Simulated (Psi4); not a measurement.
**A workflow on HfHCl3O (SMILES Cl[Hf](Cl)(Cl)O)**

Aim: a structure relaxation (singlet HfHCl3O, CAM-B3LYP/def2-SVPD), then the energy (doublet HfHCl3O+, UCAM-B3LYP/def2-SVPD), then a geometry optimisation (doublet HfHCl3O+, UCAM-B3LYP/def2-SVPD), then the energy (doublet HfHCl3O−, UCAM-B3LYP/def2-SVPD), then a geometry optimisation (doublet HfHCl3O−, UCAM-B3LYP/def2-SVPD) of Cl3HHfO. 

Program for the calculation: Psi4 1.11.

## (1) The structure to begin with

HfHCl3O: 6 atoms, total charge 0, spin state singlet. As SMILES, `Cl[Hf](Cl)(Cl)O`. The coordinates come from a PBE0-D4/def2-TZVP relaxation. The run starts from this shape.

Bond lengths: Cl1–Hf2 2.337 Å, Hf2–Cl3 2.337 Å, Hf2–Cl4 2.337 Å, Hf2–O5 1.881 Å, O5–H6 0.953 Å. Angles: Cl1–Hf2–Cl3 109.7°, Cl1–Hf2–Cl4 109.7°, Cl1–Hf2–O5 109.2°, Cl3–Hf2–Cl4 109.7°, Cl3–Hf2–O5 109.2°, Cl4–Hf2–O5 109.2°, Hf2–O5–H6 179.9°.

## (2) A geometry optimisation at CAM-B3LYP/def2-SVPD (density fitting, core potential) (run 1)

File calc.dat:

```
memory 1600 mb

molecule m {
  0 1
  Cl
  Hf 1 R2
  Cl 2 R3 1 A3
  Cl 2 R4 3 A4 1 D4
  O 2 R5 3 A5 4 D5
  H 5 R6 1 A6 2 D6

  R2 = 2.336828
  R3 = 2.336802
  A3 = 109.73163
  R4 = 2.33681
  A4 = 109.72529
  D4 = -120.63448
  R5 = 1.881468
  A5 = 109.21241
  D5 = -119.68612
  R6 = 0.95258
  A6 = 140.16196
  D6 = -179.98239
  symmetry c1
}

set basis def2-SVPD
set reference rks

optimize("cam-b3lyp")
```

The run is started by

```console
$ psi4 -n 1 calc.dat calc.out
```

calc.out:

```text
[...]
    !!!  WARNING: ECP capability is in beta. Please check occupations closely.  !!!
[...]
  Running in c1 symmetry.
[...]
  Nuclear repulsion =  361.304223892507252
[...]
  Multiplicity = 1
[...]
  Nalpha       = 36
  Nbeta        = 36
[...]
    Number of basis functions: 147
[...]
   @DF-RKS iter   1: -1503.99521867296130   -4.47144e-01   5.50774e-03 DIIS/ADIIS
[...]
    !!!  WARNING: ECP capability is in beta. Please check occupations closely.  !!!
[...]
   @DF-RKS iter   8: -1504.26770506226671    2.72848e-12   4.68616e-09 DIIS
[...]
  @DF-RKS Final Energy: -1504.26770506226671
   => Energetics <=
    Nuclear Repulsion Energy =            358.2427663771533730
    One-Electron Energy =               -2803.7204547245223694
    Two-Electron Energy =                1016.7662682314039557
    DFT Exchange-Correlation Energy =     -75.5562849463015311
    Empirical Dispersion Energy =           0.0000000000000000
    VV10 Nonlocal Energy =                  0.0000000000000000
    Total Energy =                      -1504.2677050622667139
[...]
  -Total Gradient:
     Atom            X                  Y                   Z
    ------   -----------------  -----------------  -----------------
       1        0.000082545706    -0.000038249647    -0.000105735223
       2        0.000098498485    -0.000038161461    -0.000019491892
       3        0.000057800701     0.000099598140    -0.000041272590
       4       -0.000040399135    -0.000106921978    -0.000144318407
       5        0.000010765094     0.000018112637    -0.000031893863
       6        0.000057376649    -0.000028224362    -0.000040498223
[...]
```

On the terminal:

```text
Optimizer: Optimization complete!
```

It took 2.2 min on 1 thread of AMD EPYC 7R43 (Zen 3), shared host; peak memory 1.1 GiB.

Steps, from the record of the run:

| step | energy from the first frame kept (eV) | largest force (eV/Å) |
| --- | --- | --- |
| 0 | 0.0000 | 0.3710 |
| 1 | -0.0108 | 0.3727 |
| 2 | -0.0147 | 0.0362 |
| 3 | -0.0150 | 0.0236 |
| 4 | -0.0148 | 0.0510 |
| 5 | -0.0148 | 0.0095 |

After the run. Bond lengths: Cl1–Hf2 2.357 Å, Hf2–Cl3 2.357 Å, Hf2–Cl4 2.357 Å, Hf2–O5 1.895 Å, O5–H6 0.957 Å. Angles: Cl1–Hf2–Cl3 110.0°, Cl1–Hf2–Cl4 110.0°, Cl1–Hf2–O5 108.9°, Cl3–Hf2–Cl4 109.9°, Cl3–Hf2–O5 109.1°, Cl4–Hf2–O5 109.0°, Hf2–O5–H6 179.9°.

## (3) The doublet cation: the energy at UCAM-B3LYP/def2-SVPD (density fitting, core potential) (run 2)

File calc.inp:

```
memory 1600 mb

molecule m {
  1 2
  Cl     1.67094686    -0.18840192    -4.45378968
  Hf    -0.04379629    -0.66389480    -0.37045813
  Cl    -4.31404065    -1.90097377    -0.64624665
  Cl     2.27011288    -3.71165077     1.90864795
  O      0.15656003     2.47357024     1.34450423
  H      0.25975041     4.05842685     2.20777648
  units bohr
  symmetry c1
}

set basis def2-SVPD
set reference uks

energy_value, wavefunction = energy("cam-b3lyp", return_wfn=True)
```

The run is started by

```console
$ psi4 calc.inp calc.out -n 1
```

calc.out:

```text
[...]
    !!!  WARNING: ECP capability is in beta. Please check occupations closely.  !!!
[...]
  Running in c1 symmetry.
[...]
  Nuclear repulsion =  358.242754414807791
[...]
  Multiplicity = 2
[...]
  Nalpha       = 36
  Nbeta        = 35
[...]
    Number of basis functions: 147
[...]
   @DF-UKS iter   1: -1503.56626271574328   -7.98697e-02   5.36784e-03 DIIS/ADIIS
[...]
   @DF-UKS iter  19: -1503.84019540769305   -2.88599e-07   5.97883e-07 DIIS
[...]
   @S^2 Observed:                7.696017696E-01
[...]
  @DF-UKS Final Energy: -1503.84019540769305
   => Energetics <=
    Nuclear Repulsion Energy =            358.2427544148077914
    One-Electron Energy =               -2788.6965855409971482
    Two-Electron Energy =                1001.9545557775728639
    DFT Exchange-Correlation Energy =     -75.3409200590764385
    Empirical Dispersion Energy =           0.0000000000000000
    VV10 Nonlocal Energy =                  0.0000000000000000
    Total Energy =                      -1503.8401954076930451
[...]
 Multipole Moments:
 ------------------------------------------------------------------------------------
     Multipole            Electronic (a.u.)      Nuclear  (a.u.)        Total (a.u.)
 ------------------------------------------------------------------------------------
 L = 1.  Multiply by 2.5417464519 to convert [e a0] to [Debye]
 Dipole X            :          1.0455159           -1.0229310            0.0225850
 Dipole Y            :         16.6558395          -16.2685234            0.3873162
 Dipole Z            :          9.0904253           -8.8757323            0.2146930
 Magnitude           :                                                    0.4434151
[...]
```

Wall time 41 s (1 thread of AMD EPYC 7R43 (Zen 3), shared host); peak memory 1 GiB.

## (4) The doublet cation: a geometry optimisation at UCAM-B3LYP/def2-SVPD (density fitting, core potential) (run 3)

File cl3hhfo.inp:

```
memory 1.6 GB

molecule {
  1 2
  Cl     1.67094686    -0.18840192    -4.45378968
  Hf    -0.04379629    -0.66389480    -0.37045813
  Cl    -4.31404065    -1.90097377    -0.64624665
  Cl     2.27011288    -3.71165077     1.90864795
  O      0.15656003     2.47357024     1.34450423
  H      0.25975041     4.05842685     2.20777648
  units au
  symmetry c1
}

set basis def2-SVPD
set reference uks
set geom_maxiter 50

E, wfn = opt('cam-b3lyp', return_wfn=True)
```

The run is started by

```console
$ psi4 -i cl3hhfo.inp -o cl3hhfo.out -n 1
```

cl3hhfo.out:

```text
[...]
    !!!  WARNING: ECP capability is in beta. Please check occupations closely.  !!!
[...]
  Running in c1 symmetry.
[...]
  Nuclear repulsion =  358.242754414807791
[...]
  Multiplicity = 2
[...]
  Nalpha       = 36
  Nbeta        = 35
[...]
    Number of basis functions: 147
[...]
   @DF-UKS iter   1: -1503.56626271574328   -7.98697e-02   5.36784e-03 ADIIS/DIIS
[...]
    !!!  WARNING: ECP capability is in beta. Please check occupations closely.  !!!
[...]
   @DF-UKS iter   8: -1503.85961727975359   -1.81672e-10   9.66392e-09 DIIS
[...]
   @S^2 Observed:                7.594986424E-01
[...]
  @DF-UKS Final Energy: -1503.85961727975359
   => Energetics <=
    Nuclear Repulsion Energy =            365.6844447930450883
    One-Electron Energy =               -2803.7736663131249770
    Two-Electron Energy =                1009.5823336172538802
    DFT Exchange-Correlation Energy =     -75.3527293769278117
    Empirical Dispersion Energy =           0.0000000000000000
    VV10 Nonlocal Energy =                  0.0000000000000000
    Total Energy =                      -1503.8596172797535928
[...]
  -Total Gradient:
     Atom            X                  Y                   Z
    ------   -----------------  -----------------  -----------------
       1       -0.000041458155    -0.000126583306     0.000044928827
       2       -0.000020767474    -0.000114697854    -0.000127830413
       3       -0.000039886856    -0.000079330103    -0.000034378575
       4        0.000009753401    -0.000056635774    -0.000039774202
       5        0.000042242334    -0.000124100647     0.000208838340
       6       -0.000079849499    -0.000142459934    -0.000136802811
[...]
```

On the terminal:

```text
Optimizer: Optimization complete!
```

Wall time 15 min (1 thread of AMD EPYC 7R43 (Zen 3), shared host); peak memory 1.1 GiB.

Step by step:

| step | energy from the first frame kept (eV) | largest force (eV/Å) |
| --- | --- | --- |
| 0 | 0.0000 | 1.8658 |
| 1 | -0.0460 | 0.7360 |
| 2 | -0.0640 | 0.1366 |
| 3 | -0.0791 | 0.1882 |
| 4 | -0.0830 | 0.1038 |
| 5 | -0.0846 | 0.1671 |
| 6 | 0.2802 | 7.5933 |
| 7 | -0.2762 | 4.1427 |
| 8 | 0.7950 | 6.0957 |
| 9 | -0.2830 | 4.8832 |
| 10 | -0.4932 | 0.5883 |
| 11 | -0.5154 | 0.5179 |
| 12 | -0.5239 | 0.0716 |
| 13 | -0.5264 | 0.0840 |
| 14 | -0.5273 | 0.0337 |
| 15 | -0.5285 | 0.0190 |
| 16 | -0.5285 | 0.0161 |
| 17 | -0.5285 | 0.0127 |

After the run. Bond lengths: Cl1–Hf2 2.302 Å, Hf2–Cl3 2.445 Å, Hf2–Cl4 2.444 Å, Hf2–O5 1.866 Å, O5–H6 0.964 Å. Angles: Cl1–Hf2–Cl3 117.7°, Cl1–Hf2–Cl4 117.7°, Cl1–Hf2–O5 114.6°, Cl3–Hf2–Cl4 68.8°, Cl3–Hf2–O5 115.3°, Cl4–Hf2–O5 115.2°, Hf2–O5–H6 175.4°.

## (5) The doublet anion: the energy at UCAM-B3LYP/def2-SVPD (density fitting, core potential) (run 4)

File cl3hhfo.inp:

```
memory 1.6 GB

molecule {
  -1 2
  Cl
  Hf 1 R2
  Cl 2 R3 1 A3
  Cl 2 R4 1 A4 3 D4
  O 2 R5 4 A5 3 D5
  H 5 R6 1 A6 2 D6

  R2 = 2.357069
  R3 = 2.357151
  A3 = 109.99549
  R4 = 2.356908
  A4 = 110.00782
  D4 = 121.14423
  R5 = 1.895084
  A5 = 108.9891
  D5 = 119.43981
  R6 = 0.956576
  A6 = 139.90747
  D6 = 179.96399
  symmetry c1
}

set basis def2-SVPD
set reference uks

energy("cam-b3lyp")
print_variables()
```

The run is started by

```console
$ psi4 -n 1 cl3hhfo.inp cl3hhfo.out
```

cl3hhfo.out:

```text
[...]
    !!!  WARNING: ECP capability is in beta. Please check occupations closely.  !!!
[...]
  Running in c1 symmetry.
[...]
  Nuclear repulsion =  358.242767711817294
[...]
  Multiplicity = 2
[...]
  Nalpha       = 37
  Nbeta        = 36
[...]
    Number of basis functions: 147
[...]
   @DF-UKS iter   1: -1503.96137218183640   -4.18205e-01   5.63430e-03 DIIS/ADIIS
[...]
   @DF-UKS iter  33: -1504.27031337787230    2.03438e-07   4.56467e-07 DIIS
[...]
   @S^2 Observed:                7.517936341E-01
[...]
  @DF-UKS Final Energy: -1504.27031337787230
   => Energetics <=
    Nuclear Repulsion Energy =            358.2427677118172937
    One-Electron Energy =               -2818.1417309434855270
    Two-Electron Energy =                1031.4121166107433964
    DFT Exchange-Correlation Energy =     -75.7834667569472771
    Empirical Dispersion Energy =           0.0000000000000000
    VV10 Nonlocal Energy =                  0.0000000000000000
    Total Energy =                      -1504.2703133778722986
[...]
 Multipole Moments:
 ------------------------------------------------------------------------------------
     Multipole            Electronic (a.u.)      Nuclear  (a.u.)        Total (a.u.)
 ------------------------------------------------------------------------------------
 L = 1.  Multiply by 2.5417464519 to convert [e a0] to [Debye]
 Dipole X            :        -16.3410073           15.2996538           -1.0413535
 Dipole Y            :          9.2083900           -8.6218430            0.5865470
 Dipole Z            :          6.6849448           -6.0062022            0.6787426
 Magnitude           :                                                    1.3744621
[...]
```

Wall time 73 s (1 thread of AMD EPYC 7R43 (Zen 3), shared host); peak memory 1 GiB.

## (6) The doublet anion: a geometry optimisation at UCAM-B3LYP/def2-SVPD (density fitting) (run 5)

File calc.py:

```python
import psi4

psi4.set_memory(1600000000)
psi4.set_num_threads(1)
psi4.core.set_output_file('output.dat', False)

m = psi4.geometry("""
-1 2
Cl     0.884227    -0.099698    -2.356844
Hf    -0.023176    -0.351318    -0.196038
Cl    -2.282892    -1.005952    -0.341979
Cl     1.201292    -1.964121     1.010013
O      0.082848     1.308957     0.711481
H      0.137454     2.147627     1.168305
units angstrom
symmetry c1
""")

psi4.set_options({
    'basis': 'def2-SVPD',
    'reference': 'uks',
    'geom_maxiter': 50,
})

E = psi4.optimize('CAM-B3LYP')
print(f'total energy {E:.8f} hartree = {E * 27.211386:.5f} eV')
print(m.to_string(dtype='xyz', units='Angstrom'))
for k, v in sorted(psi4.core.scalar_variables().items()):
    print(f'{k:45s} {v:18.10f}')
```

The run is started by

```console
$ python calc.py
```

output.dat:

```text
gradient() will perform analytic gradient computation.

   => Loading Basis Set <=

    Name: DEF2-SVPD
    Role: ORBITAL
    Keyword: BASIS

    !!!  WARNING: ECP capability is in beta. Please check occupations closely.  !!!

         ---------------------------------------------------------
                                   SCF
                              UKS Reference
                        1 Threads,   1525 MiB Core
         ---------------------------------------------------------

  ==> Geometry <==

[... 169 lines left out ...]
   @DF-UKS iter   7: -1504.26994610716656   -1.29907e-04   2.40391e-05 DIIS
[... 20 lines left out ...]
   @DF-UKS iter  28: -1504.27025728489048   -2.28142e-08   5.80685e-07 DIIS
[... 74 lines left out ...]
    Two-Electron Energy =                1031.4107637853703636
[... 96 lines left out ...]
   @Spin Contamination Metric:   1.211014027E-03
[... 187 lines left out ...]
	  Convergence Criteria     1.00e-06 *    3.00e-04 *             o    1.20e-03 *             o
[... 14 lines left out ...]
    Structure for next step:
    Molecular point group: c1
    Full point group: C1

    Geometry (in Angstrom), charge = -1, multiplicity = 2:

    CL           1.475680347054     0.622689057905    -1.859801885479
    HF          -0.019758776966     0.181753227002     0.063121803695
    CL          -2.284516751612    -0.504539143874     0.754729890733
    CL           0.973294835242    -2.069495799446     0.442198837199
    O           -0.132298885540     2.034708946272     0.682255089295
    H           -0.078673746178     2.962283540524     0.901694853182

PsiException: Could not converge geometry optimization in 50 iterations.

[set-up sections that repeat, and orbital energies of the middle runs, are left out above]
```

It took 34 min on 1 thread of AMD EPYC 7R43 (Zen 3), shared host; peak memory 1.1 GiB.

The iterations ended before the threshold was met.

## (7) Summary of results

```
                                                               quantity                      value
                    run 1, CAM-B3LYP/def2-SVPD: total energy at the end             -1504.26771 Eh
                              run 1, CAM-B3LYP/def2-SVPD: dipole moment                     2.89 D
                                run 1, CAM-B3LYP/def2-SVPD: HOMO energy                  -10.74 eV
                                run 1, CAM-B3LYP/def2-SVPD: LUMO energy                   -0.68 eV
                              run 1, CAM-B3LYP/def2-SVPD: HOMO–LUMO gap                   10.06 eV
                                    doublet cation, run 2: total energy             -1503.84020 Eh
              doublet cation, run 2: HOMO energy (highest over α and β)                  -15.79 eV
               doublet cation, run 2: LUMO energy (lowest over α and β)                  -12.54 eV
                                            doublet cation, run 2: ⟨S²⟩                      0.770
                         doublet cation, run 3: total energy at the end             -1503.85962 Eh
              doublet cation, run 3: HOMO energy (highest over α and β)                  -15.79 eV
               doublet cation, run 3: LUMO energy (lowest over α and β)                  -10.50 eV
                                            doublet cation, run 3: ⟨S²⟩                      0.759
                                     doublet anion, run 4: total energy             -1504.27031 Eh
               doublet anion, run 4: HOMO energy (highest over α and β)                    0.56 eV
                doublet anion, run 4: LUMO energy (lowest over α and β)                    3.64 eV
                                             doublet anion, run 4: ⟨S²⟩                      0.752
                                                   doublet anion, run 5  no result (not converged)
adiabatic ionisation energy (to the doublet cation, no zero-point term)                  11.105 eV
```

**Reading.** The adiabatic ionisation energy (to the doublet cation, no zero-point term) is 11.10 eV (1071 kJ/mol). The optimisation (run 1, CAM-B3LYP/def2-SVPD) took 6 steps and changed the energy by -0.015 eV. The optimisation (doublet cation, run 3) took 18 steps and changed the energy by -0.528 eV. The HOMO (doublet anion, run 4) lies at positive energy, 0.56 eV; only total energies tell whether the electron is bound. 1 of the 5 runs did not end normally.
